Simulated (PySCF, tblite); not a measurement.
# C7H10O2Si: geometry, infrared bands and NMR shifts

Aim: predict the infrared bands and NMR shifts of C7H10O2Si (`CC#C[Si@@]1(C)C[C@@H]1C(=O)O`).

Computed with tblite 0.8.0 and PySCF 2.14.0, with density-fitted response routines of our own, on a single molecule in the gas phase. Atoms count from 0, in the outputs and in this text.

## Step 1: The molecule as given

20 atoms, charge 0, multiplicity 1; geometry from: force field or distance geometry start.

Bonds of the start (Å): C0–C1 1.46, C1–C2 1.22, C2–Si3 1.82, Si3–C4 1.84, Si3–C5 1.86, C5–C6 1.52, C6–C7 1.49, C7–O8 1.27, C7–O9 1.39, C6–Si3 1.84, C0–H10 1.09, C0–H11 1.13, C0–H12 1.13, C4–H13 1.11, C4–H14 1.13, C4–H15 1.10, C5–H16 1.10, C5–H17 1.09, C6–H18 1.11, O9–H19 1.04.

## Step 2: Optimising the geometry with GFN2-xTB

Job settings and geometry (Å):

```
{"job": {"kind": "relax", "xc": "GFN2-xTB", "basis": "xTB"}, "charge": 0, "multiplicity": 1}
C     -4.054100    -1.270300    -0.266900
C     -2.718000    -0.694500    -0.245900
C     -1.590900    -0.219700    -0.221000
Si     0.077000     0.510800    -0.208200
C      0.357200     2.152400    -0.980100
C      1.003300     0.272900     1.392400
C      1.449400    -0.620900     0.251500
C      2.827000    -0.458600    -0.281400
O      3.198200     0.730500    -0.504400
O      3.662200    -1.544400    -0.540000
H     -4.039300    -2.359900    -0.186200
H     -4.565500    -1.059500    -1.252800
H     -4.675000    -0.817000     0.562700
H     -0.594500     2.537400    -1.406100
H      0.661700     2.911200    -0.198700
H      1.140000     2.094400    -1.746000
H      0.396800    -0.143300     2.210800
H      1.663300     1.091200     1.687000
H      1.173900    -1.681100     0.434300
H      4.622300    -1.420900    -0.913800
```

Run with:

```bash
$ OMP_NUM_THREADS=1 python probes_run.py task.json out
```

The driver reads the jobs from task.json and runs them one after another.

**Question.** This job is followed by: GFN2-xTB harmonic vibrations, gas phase; GIAO PBE0/pcSseg-1 NMR shielding, non-relativistic, gas phase. Predict these results of the whole session: strongest single infrared mode (GFN2-xTB); zero-point energy (GFN2-xTB); 13C shifts against TMS (PBE0/pcSseg-1); 1H shifts against TMS (PBE0/pcSseg-1, means over atoms taken as alike); 29Si shifts against TMS (PBE0/pcSseg-1); 17O shifts against H2O (PBE0/pcSseg-1).

The runs gave:

```
                                                              quantity                                          value
                             strongest single infrared mode (GFN2-xTB)                          1724 cm⁻¹, 558 km/mol
                                          zero-point energy (GFN2-xTB)                                  94.3 kcal/mol
                                13C shifts against TMS (PBE0/pcSseg-1)  181.6, 111.7, 82.4, 19.6, 10.2, 5.8, -8.9 ppm
1H shifts against TMS (PBE0/pcSseg-1, means over atoms taken as alike)         5.69, 2.14, 2.06, 1.35, 1.23, 0.54 ppm
                               29Si shifts against TMS (PBE0/pcSseg-1)                                     -103.6 ppm
                                17O shifts against H2O (PBE0/pcSseg-1)                               390.9, 212.8 ppm
```

What this shows: The optimisation took 155 steps and gained 1.069 eV; among the close pairs (by a distance rule), Si3–C6 changed most, from 1.837 to 1.939 Å. The lowest mode is imaginary (26i cm⁻¹), so the xTB geometry is not a minimum. The strongest single mode, at 1724 cm⁻¹, moves mainly C7 and O8. GFN2-xTB is a fitted tight-binding method: band positions and strengths are rough. Its intensities can rank the bands wrongly. The most deshielded carbon is C7 (carboxylic acid carbon), at 181.6 ppm: it is a carbonyl in resonance with an O or N lone pair, the region of acids, esters and amides. At PBE0/pcSseg-1: The widest tensor belongs to O8: span 564 ppm, with a paramagnetic part of -459 ppm.
